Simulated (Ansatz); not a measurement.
This session for a single point in a Gaussian basis of B₂ClH₃S, SMILES BSBCl with Ansatz 0.2.0 through its Python package holds a mistake.

The cells in order, each with its output:

```python
from pathlib import Path

import ansatz as az
```

```python
GEOMETRY = """
B    -0.23370    1.31910   -0.06590
S     0.68110    0.31330    1.14990
B     0.42290   -1.23940    0.10470
Cl   -0.91640   -2.33280    0.41640
H     0.28170    1.89330   -0.98510
H    -1.45150    1.49950    0.03890
H     1.27720   -1.52090   -0.70450
"""
```

```python
system = az.Crystal.molecule()
for line in GEOMETRY.strip().splitlines():
    symbol, *xyz = line.split()
    system = system.atom(symbol, [float(v) for v in xyz])
```

```python
calculation = (
    system.calculation()
    .basis(gaussian="pcseg-2")
    .functional("hf")
    .orbitals()
)
result = calculation.run(nproc=4, threads=1, pin="off", runs_dir="b2clh3s_runs")
r = result.report

{key: value for key, value in r.items() if isinstance(value, (int, float)) and "ev" in key}
```

    Traceback (most recent call last):
      File "<cell 4>", line 7, in <module>
        result = calculation.run(nproc=4, threads=1, pin="off", runs_dir="b2clh3s_runs")
    TypeError: Calculation.run() got an unexpected keyword argument 'nproc'

Find the fault and give the corrected session.

The fault: run() has no such keyword. The correction:

```diff
--- before
+++ after
@@
 )
-result = calculation.run(nproc=4, threads=1, pin="off", runs_dir="b2clh3s_runs")
+result = calculation.run(threads=1, pin="off", runs_dir="b2clh3s_runs")
 r = result.report
```

Notebook, run cell by cell (the value of a cell's last expression is shown):

(earlier cells as before)

In [4]:
```python
calculation = (
    system.calculation()
    .basis(gaussian="pcseg-2")
    .functional("hf")
    .orbitals()
)
result = calculation.run(threads=1, pin="off", runs_dir="b2clh3s_runs")
r = result.report

{key: value for key, value in r.items() if isinstance(value, (int, float)) and "ev" in key}
```
Out [4]:
```text
{'free_energy_ev': -24713.7800329857, 'reference_energy_ev': -24713.7800329857}
```

In [5]:
```python
print(f"E = {r['free_energy_ev']:.6f} eV = {r['free_energy_ev'] / 27.211386246:.7f} Ha")
print("converged:", r["converged"], " doubts:", r["published_state_doubts"] or "none")
```
```text
E = -24713.780033 eV = -908.2146646 Ha
converged: True  doubts: none
```

In [6]:
```python
state = r["mean_field"]["state"]
print(f"mean field: {state['energy']['hartree']:.7f} Ha, <S^2> = {abs(state['spin_squared']):.4f}, stability: {state.get('stability', {}).get('kind')}")
```
```text
mean field: -908.2146646 Ha, <S^2> = 0.0000, stability: minimum
```

In [7]:
```python
lines = Path(r["orbitals_path"]).read_text().splitlines()
field_of = lambda key: [line.split("=")[1].strip() for line in lines if line.startswith(key)]
orbitals = [(27.211386 * float(e), s, float(n)) for e, s, n in zip(field_of("Ene="), field_of("Spin="), field_of("Occup="))]
homo = max(e for e, _, n in orbitals if n > 0.5)
lumo = min(e for e, _, n in orbitals if n < 0.5)
print(f"HOMO {homo:.3f} eV, LUMO {lumo:.3f} eV, gap {lumo - homo:.3f} eV")
```
```text
HOMO -9.800 eV, LUMO 0.368 eV, gap 10.168 eV
```

What to keep in mind:
- Total energies depend on the basis set; only differences at equal settings carry meaning.
- The geometry is a force-field or estimated start, not a minimum of this method, and the basis set is short of its limit.
- Levels such as HOMO and LUMO are orbital energies: in Hartree-Fock the gap is too wide and the LUMO hangs on the basis.
- Timing: 2.6 s on 1 thread of Arm Neoverse V2, with other jobs on the host, peak memory 0.38 GiB.

(Lines on the test bed's own set-up are left out of the output.)
